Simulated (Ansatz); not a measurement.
# C2H6AlNOS: basis-set convergence

Aim: see how fast density functionals converge with the basis set for C2H6AlNOS.

Method: one geometry, several basis sets; program: Ansatz 0.2.0, Gaussian basis.

Levels to be run: PBE0-D4/def2-SVP; ωB97M-V/def2-SVP; PBE0-D4/def2-QZVPP; ωB97M-V/def2-QZVPP; the functionals' def2-TZVPP values are taken from earlier runs.

## 1. The geometry

The geometry comes from an earlier relaxation with PBE0-D4/def2-TZVP; it is a stationary point, not always the lowest conformer.

SMILES `[SH][Al]1[CH2]NC[O]1`, 12 atoms, charge 0, spin multiplicity 1.

Atoms are counted from 1 here; the program's logs count them from 0.

Bond lengths: S1–Al2 2.175 Å, S1–H7 1.346 Å, Al2–C3 1.965 Å, Al2–O6 1.714 Å, C3–N4 1.481 Å, C3–H8 1.096 Å, C3–H9 1.090 Å, N4–C5 1.450 Å, N4–H10 1.013 Å, C5–O6 1.423 Å, C5–H11 1.093 Å, C5–H12 1.097 Å. Angles: Al2–S1–H7 91.6°, S1–Al2–C3 140.9°, S1–Al2–O6 123.1°, C3–Al2–O6 96.0°, Al2–C3–N4 98.0°, Al2–C3–H8 114.2°, Al2–C3–H9 118.0°, N4–C3–H8 109.8°, N4–C3–H9 110.0°, H8–C3–H9 106.5°, C3–N4–C5 112.1°, C3–N4–H10 109.1°, C5–N4–H10 108.8°, N4–C5–O6 113.5°, N4–C5–H11 108.4°, N4–C5–H12 108.7°, O6–C5–H11 109.3°, O6–C5–H12 108.4° and more.

Geometry (Å):

```xyz
12

S     0.9818    3.2144    0.2639
Al    0.3604    1.1322    0.1795
C     0.7626   -0.6132    0.9881
N     0.1056   -1.4674   -0.0273
C    -1.0507   -0.8227   -0.6182
O    -0.8535    0.5605   -0.8873
H     0.0926    3.5581   -0.6862
H     0.2956   -0.7725    1.9662
H     1.8088   -0.8995    1.0949
H     0.7706   -1.6809   -0.7604
H    -1.2970   -1.3402   -1.5489
H    -1.8998   -0.9242    0.0697
```

## 2. PBE0-D4 in def2-SVP

Input file in.yaml:

```yaml
crystal:
  periodic: [false, false, false]
  atoms:
    - {symbol: S, position_ang: [0.981818, 3.214448, 0.263862]}
    - {symbol: Al, position_ang: [0.360421, 1.132193, 0.179466]}
    - {symbol: C, position_ang: [0.762616, -0.613155, 0.988084]}
    - {symbol: N, position_ang: [0.105575, -1.467363, -0.027285]}
    - {symbol: C, position_ang: [-1.050669, -0.822689, -0.618151]}
    - {symbol: O, position_ang: [-0.853530, 0.560513, -0.887347]}
    - {symbol: H, position_ang: [0.092624, 3.558136, -0.686178]}
    - {symbol: H, position_ang: [0.295604, -0.772519, 1.966177]}
    - {symbol: H, position_ang: [1.808795, -0.899520, 1.094856]}
    - {symbol: H, position_ang: [0.770647, -1.680929, -0.760432]}
    - {symbol: H, position_ang: [-1.297048, -1.340158, -1.548885]}
    - {symbol: H, position_ang: [-1.899753, -0.924158, 0.069730]}
basis:
  gaussian: {orbitals: def2-SVP}
hamiltonian: {xc: pbe0, dispersion: d4}
output: {orbitals: {seedname: orbitals}}
```

The run is started by

```console
> ansatz run in.yaml --threads 4 --pin off --events-out ev --progress --plain --max-ram 10444MiB
```

After this run come: ωB97M-V in def2-SVP; PBE0-D4 in def2-QZVPP; ωB97M-V in def2-QZVPP.

Before running them: what should the planned runs give, taken together? Wanted: PBE0-D4: double and triple zeta above quadruple; ωB97M-V: double and triple zeta above quadruple.

**Answer**, as computed:

| quantity | value |
| --- | --- |
| PBE0-D4: double and triple zeta above quadruple | 13.55, 0.86 eV |
| ωB97M-V: double and triple zeta above quadruple | 13.69, 0.82 eV |

In words: For PBE0-D4 the step from double to triple zeta gains 12.69 eV and the next only 0.86 eV. Total energies overstate the basis error of differences, where much of it tends to cancel. The LUMO of ωB97M-V is positive and keeps falling with the basis (1.44 to 0.72 eV): an unbound level that the basis holds in place.
